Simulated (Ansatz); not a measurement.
**SnH4+ (doublet): the correlation ladder at a displaced geometry (v2), def2-SVP**

An exercise on one series of results from a longer session: the logs are not shown, and one member is left open.

Program: Ansatz 0.2.0, Gaussian basis. Level of theory: def2-SVP, core rule «outside noble gas», up to 9 orbitals frozen. These are calculated values, not measurements.

Plan: UHF; CCSD(T) on ROHF; CCSD(T) on UHF; BCCD(T) on ROHF; CISD; CCSDT(Q) on ROHF; CCSDT(Q) on UHF; CASSCF and MRCISD+Q, 7 electrons in 8 orbitals; CASSCF and NEVPT4(SD), 7 electrons in 8 orbitals; CASSCF and NEVPT2, 7 electrons in 8 orbitals.

13 further runs of the same task are left out: 6 that didn't finish, 7 set aside as unsound or not needed.

## The system

The geometry is a PBE0/def2-TZVP stationary point (not a proven minimum) with its atoms shifted at random (size 0.100 Å). No spin-orbit coupling is included. Elements past krypton take def2 core potentials.

5 atoms, charge 1, spin multiplicity 2.

Atoms are counted from 1 here; the program's logs count them from 0.

Bond lengths: Sn1–H2 1.693 Å, Sn1–H3 1.776 Å, Sn1–H4 1.662 Å, Sn1–H5 1.816 Å. Angles: H2–Sn1–H3 95.6°, H2–Sn1–H4 96.4°, H2–Sn1–H5 150.9°, H3–Sn1–H4 137.4°, H3–Sn1–H5 94.8°, H4–Sn1–H5 94.2°.

Set-up of the first run:

Input file in.yaml:

```yaml
crystal:
  periodic: [false, false, false]
  atoms:
    - {symbol: Sn, position_ang: [0.003009, 0.001589, 0.000366]}
    - {symbol: H, position_ang: [0.414243, 1.161567, 1.162249]}
    - {symbol: H, position_ang: [-0.667330, -1.170787, 1.154338]}
    - {symbol: H, position_ang: [-0.576400, 1.071517, -1.131569]}
    - {symbol: H, position_ang: [0.475048, -1.249392, -1.228172]}
basis:
  gaussian: {orbitals: def2-SVP}
total_charge: 1
magnetization: {spin_polarized: true, initial_magnetization: 1}
hamiltonian: {xc: hf}
output: {orbitals: {seedname: orbitals}}
```

Launch:

```sh
$ ansatz run in.yaml --threads 1 --pin off --events-out ev --progress --plain --max-ram 2393MiB
```

Steps of the session up to this table: UHF; CCSD(T) on ROHF; CCSD(T) on UHF; BCCD(T) on ROHF; CISD; CCSDT(Q) on ROHF; CCSDT(Q) on UHF; CASSCF and MRCISD+Q, 7 electrons in 8 orbitals; CASSCF and NEVPT4(SD), 7 electrons in 8 orbitals; CASSCF and NEVPT2, 7 electrons in 8 orbitals.

One table of the session follows, with a row left open; its other results are not shown here.

```
            method  from UCCSDT(Q) (kJ/mol)
              ROHF                   +357.3
               UHF                   +326.5
              RMP2                    +93.1
              UMP2                        ?
             RCCSD                    +11.4
             UCCSD                    +11.3
          RCCSD(T)                     +2.9
          UCCSD(T)                     +3.2
           BCCD(T)                     +3.1
            RCCSDT                     +0.4
            UCCSDT                     +0.3
         RCCSDT(Q)                     +0.2
         UCCSDT(Q)                        0
    CASSCF valence                   +144.7
    NEVPT2 valence                    +39.7
NEVPT4(SD) valence                     +4.4
    MRCISD valence                     +4.1
  MRCISD+Q valence                     -0.2
```

Q: Estimate the row for UMP2 from the others.

**Answer.** from UCCSDT(Q) (kJ/mol): +99.1. In the column «from UCCSDT(Q) (kJ/mol)» it lies between RMP2 (+93.1) and CASSCF valence (+144.7).

Not comparable, so not listed: CISD (they don't share determinant, frozen orbitals or solution with the rows shown, or repeat one).

To keep in mind: Restricted and unrestricted rows rest on different reference determinants; where their highest levels disagree by more than a few hundredths of an eV, they describe different states and don't form one ladder.
